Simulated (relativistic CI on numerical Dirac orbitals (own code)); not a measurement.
**N²⁺: one ion under different settings**

How much do the settings matter for N²⁺? One ion, several inputs.

Program: relativistic CI on numerical Dirac orbitals (own code) version 3. Level of theory: Dirac-Coulomb-Breit CI, KLI orbitals optimised for each configuration, model QED (radiative potential, 1s self-energy scaled to tabulated hydrogen-like ionisation energies), numerical settings as typed. These are calculated values, not measurements, unless marked.

**1. The system**

* ion: N²⁺ (N III)
* nuclear charge: 7
* electrons: 5
* isotope: A = 14

**2. Usual settings**

Input settings:

```ini
atom N  Z=7  charge=2  electrons=5
nucleus A=14  rms_radius_fm=2.5582
hamiltonian dirac-coulomb  breit=on  qed=on  c_scale=1
orbitals kli  potential=per-configuration
slater_scale 1
correlation none
mixing on
grid step=0.0125 r_max=24.9
scf mixing=0.4 start=green max_iterations=150 tolerance=2e-08 node_fill=0.05
configurations
  [He] 2s2 2p
  [He] 2s 2p2
  [He] 2p3
end
```

Command:

```bash
$ python run_levels.py task.json out
```

task.json lists these runs, among others, and the program works through them in turn.

**3. Grid step 0.006, end of the grid 74.7**

The settings differ from step 2 so:

```diff
@@ -7,3 +7,3 @@
 mixing on
-grid step=0.0125 r_max=24.9
+grid step=0.006 r_max=74.7
 scf mixing=0.4 start=green max_iterations=150 tolerance=2e-08 node_fill=0.05
```

**4. Breit term off**

Input settings:

```ini
atom N  Z=7  charge=2  electrons=5
nucleus A=14  rms_radius_fm=2.5582
hamiltonian dirac-coulomb  breit=off  qed=on  c_scale=1
orbitals kli  potential=per-configuration
slater_scale 1
correlation none
mixing on
grid step=0.0125 r_max=24.9
scf mixing=0.4 start=green max_iterations=150 tolerance=2e-08 node_fill=0.05
configurations
  [He] 2s2 2p
  [He] 2s 2p2
  [He] 2p3
end
```

**5. End of the grid 12.45, nuclear radius 3.3257, iteration limit 20**

Input settings:

```ini
atom N  Z=7  charge=2  electrons=5
nucleus A=14  rms_radius_fm=3.3257
hamiltonian dirac-coulomb  breit=on  qed=on  c_scale=1
orbitals kli  potential=per-configuration
slater_scale 1
correlation none
mixing on
grid step=0.0125 r_max=12.45
scf mixing=0.4 start=green max_iterations=20 tolerance=2e-08 node_fill=0.05
configurations
  [He] 2s2 2p
  [He] 2s 2p2
  [He] 2p3
end
```

**6. QED terms off**

Input settings:

```ini
atom N  Z=7  charge=2  electrons=5
nucleus A=14  rms_radius_fm=2.5582
hamiltonian dirac-coulomb  breit=on  qed=off  c_scale=1
orbitals kli  potential=per-configuration
slater_scale 1
correlation none
mixing on
grid step=0.0125 r_max=24.9
scf mixing=0.4 start=green max_iterations=150 tolerance=2e-08 node_fill=0.05
configurations
  [He] 2s2 2p
  [He] 2s 2p2
  [He] 2p3
end
```

**7. Slater scale -1**

Input settings:

```ini
atom N  Z=7  charge=2  electrons=5
nucleus A=14  rms_radius_fm=2.5582
hamiltonian dirac-coulomb  breit=on  qed=on  c_scale=1
orbitals kli  potential=per-configuration
slater_scale -1
correlation none
mixing on
grid step=0.0125 r_max=24.9
scf mixing=0.4 start=green max_iterations=58 tolerance=2e-08 node_fill=0.05
configurations
  [He] 2s2 2p
  [He] 2s 2p2
  [He] 2p3
end
```

**8. Speed-of-light factor 0.2**

Input settings:

```ini
atom N  Z=7  charge=2  electrons=5
nucleus A=14  rms_radius_fm=2.5582
hamiltonian dirac-coulomb  breit=on  qed=on  c_scale=0.2
orbitals kli  potential=per-configuration
slater_scale 1
correlation none
mixing on
grid step=0.0125 r_max=24.9
scf mixing=0.4 start=green max_iterations=69 tolerance=2e-08 node_fill=0.05
configurations
  [He] 2s2 2p
  [He] 2s 2p2
  [He] 2p3
end
```

(Steps that only read results are left out.)

**Question.** What will these runs give? Wanted: lowest level, usual settings; total energy; first excitation.

The runs gave:

| setting | total energy less usual (Ha) | largest shift of a level among the lowest eight of both runs, same label and place (cm⁻¹) | SCF iterations | time | lowest level | kind of change |
| --- | --- | --- | --- | --- | --- | --- |
| usual | 0 | 0 | 28 | 0.056 s | 2p 2P°1/2 | - |
| grid step 0.006, end of the grid 74.7 | -1.33e-06 | 0 | 28 | 0.1 s | 2p 2P°1/2 | numerical |
| Breit term off | -0.00466 | 47.8 | 28 | 0.049 s | 2p 2P°1/2 | model term |
| end of the grid 12.45, nuclear radius 3.3257, iteration limit 20 | 3.25e-06 | 0.0286 | 27 | 0.048 s | 2p 2P°1/2 | unphysical constant |
| QED terms off | -0.00297 | 19.9 | 28 | 0.031 s | 2p 2P°1/2 | model term |
| Slater scale -1 | -0.00894 | 76800 | 28 | 0.05 s | 2p 2P°1/2 | unsound |
| speed-of-light factor 0.2 | -0.691 | 10400 | 29 | 0.05 s | 2p 2P°1/2 | unsound |

| quantity | value |
| --- | --- |
| lowest level, usual settings | 2p 2P°1/2 |
| total energy | -52.8868 Ha |
| first excitation | 168.7 cm⁻¹ |

**Reading.** Among the runs whose levels can be followed, they move most under «Slater scale -1» (unsound), by up to 76800 cm⁻¹. No visible change in the result comes from «grid step 0.006, end of the grid 74.7» or «end of the grid 12.45, nuclear radius 3.3257, iteration limit 20». Only the listed configurations are in the model. In a near-neutral ion this small CI can misplace whole configurations by 10,000 cm⁻¹ or more.
